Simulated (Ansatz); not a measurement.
# C3H5GaO: one species, many methods

The task here is to estimate one member of a computed series from the others.

Program: Ansatz 0.2.0, Gaussian basis. Level of theory: functionals in def2-TZVPP, the program's frozen cores in correlated methods. These are calculated values, not measurements.

Plan: LDA (SPW92), PBE-D4, revPBE-D4, BLYP-D4, r2SCAN-D4, B97M-V, PBE0-D4, B3LYP-D4, r2SCANh-D4, r2SCAN0-D4, HSE06-D4, BHLYP-D4, CAM-B3LYP-D4, LC-ωPBE, ωB97X-V, ωB97M-V, B2PLYP, PBE-QIDH; CCSD(T)/def2-SVP; CCSD(T)/def2-TZVPP; MP2/def2-QZVPP; extrapolation to the limit; RPA on PBE.

## Structure used throughout

All runs share one geometry, relaxed beforehand with PBE0-D4 in a triple-zeta def2 set.

SMILES `OC#C[CH2][GaH2]`, 10 atoms, charge 0, spin multiplicity 1.

Atoms are counted from 1 here; the program's logs count them from 0.

Bond lengths: O1–C2 1.309 Å, O1–H6 0.964 Å, C2–C3 1.202 Å, C3–C4 1.443 Å, C4–Ga5 1.987 Å, C4–H7 1.097 Å, C4–H8 1.096 Å, Ga5–H9 1.569 Å, Ga5–H10 1.574 Å. Angles: C2–O1–H6 109.9°, O1–C2–C3 175.2°, C2–C3–C4 177.0°, C3–C4–Ga5 113.2°, C3–C4–H7 111.8°, C3–C4–H8 111.8°, Ga5–C4–H7 106.8°, Ga5–C4–H8 106.9°, H7–C4–H8 105.8°, C4–Ga5–H9 120.4°, C4–Ga5–H10 118.3°, H9–Ga5–H10 121.3°.

Geometry (Å):

```csv
atom,x (Å),y (Å),z (Å)
O1,-0.7050,-0.8057,2.9809
C2,-0.4136,-0.7029,1.7090
C3,-0.1496,-0.7095,0.5369
C4,0.1703,-0.6429,-0.8689
Ga5,0.3946,1.2161,-1.5340
H6,-0.7575,0.0714,3.3771
H7,-0.6069,-1.1095,-1.4860
H8,1.0984,-1.1785,-1.1015
H9,0.2097,2.4347,-0.5629
H10,0.7596,1.4268,-3.0506
```

Set-up of the first run:

in.yaml

```yaml
crystal:
  periodic: [false, false, false]
  atoms:
    - {symbol: O, position_ang: [-0.705000, -0.805696, 2.980904]}
    - {symbol: C, position_ang: [-0.413572, -0.702870, 1.709050]}
    - {symbol: C, position_ang: [-0.149580, -0.709543, 0.536876]}
    - {symbol: C, position_ang: [0.170267, -0.642915, -0.868891]}
    - {symbol: Ga, position_ang: [0.394586, 1.216115, -1.533973]}
    - {symbol: H, position_ang: [-0.757515, 0.071381, 3.377051]}
    - {symbol: H, position_ang: [-0.606882, -1.109507, -1.486024]}
    - {symbol: H, position_ang: [1.098362, -1.178473, -1.101510]}
    - {symbol: H, position_ang: [0.209697, 2.434706, -0.562880]}
    - {symbol: H, position_ang: [0.759616, 1.426783, -3.050593]}
basis:
  gaussian: {orbitals: def2-TZVPP}
hamiltonian: {xc: lda}
output: {orbitals: {seedname: orbitals}}
```

On the command line:

```sh
> ansatz run in.yaml --threads 4 --pin off --events-out ev --progress --plain --max-ram 10444MiB
```

Among the steps run: LDA; PBE-D4 (GGA); revPBE-D4 (GGA); BLYP-D4 (GGA); r2SCAN-D4 (meta-GGA); B97M-V (meta-GGA); B3LYP-D4 (hybrid); r2SCANh-D4 (hybrid); r2SCAN0-D4 (hybrid); HSE06-D4 (hybrid); BHLYP-D4 (hybrid); CAM-B3LYP-D4 (range-separated); LC-ωPBE (range-separated); ωB97X-V (range-separated); ωB97M-V (range-separated); B2PLYP (double hybrid); PBE-QIDH (double hybrid).

One of the session's tables, all rows but one given; the rest of the session is left out.

It belongs to the step «Orbital energies across the functionals». 

```
  functional  HOMO (eV)  LUMO (eV)  gap (eV)
 LDA (SPW92)      -5.60      -2.62      2.98
      PBE-D4      -5.42      -2.35      3.08
   revPBE-D4      -5.36      -2.22      3.14
     BLYP-D4      -5.30      -2.31      2.98
   r2SCAN-D4      -5.64      -2.05      3.59
      B97M-V      -5.68      -2.29      3.39
     PBE0-D4      -6.63      -1.54      5.09
    B3LYP-D4      -6.43      -1.84      4.59
  r2SCANh-D4      -6.09      -1.77      4.32
  r2SCAN0-D4      -6.75      -1.37      5.38
    HSE06-D4      -6.23      -1.91      4.33
    BHLYP-D4      -7.67      -0.82      6.85
CAM-B3LYP-D4      -7.94      -0.68      7.27
     LC-ωPBE      -9.28       0.55      9.83
     ωB97X-V      -8.90       0.38      9.29
     ωB97M-V          ?          ?         ?
```

Estimate the missing values for ωB97M-V.

As computed: HOMO (eV): -8.79; LUMO (eV): 0.13; gap (eV): 8.92. In the column «HOMO (eV)» it lies between ωB97X-V (-8.90) and CAM-B3LYP-D4 (-7.94).
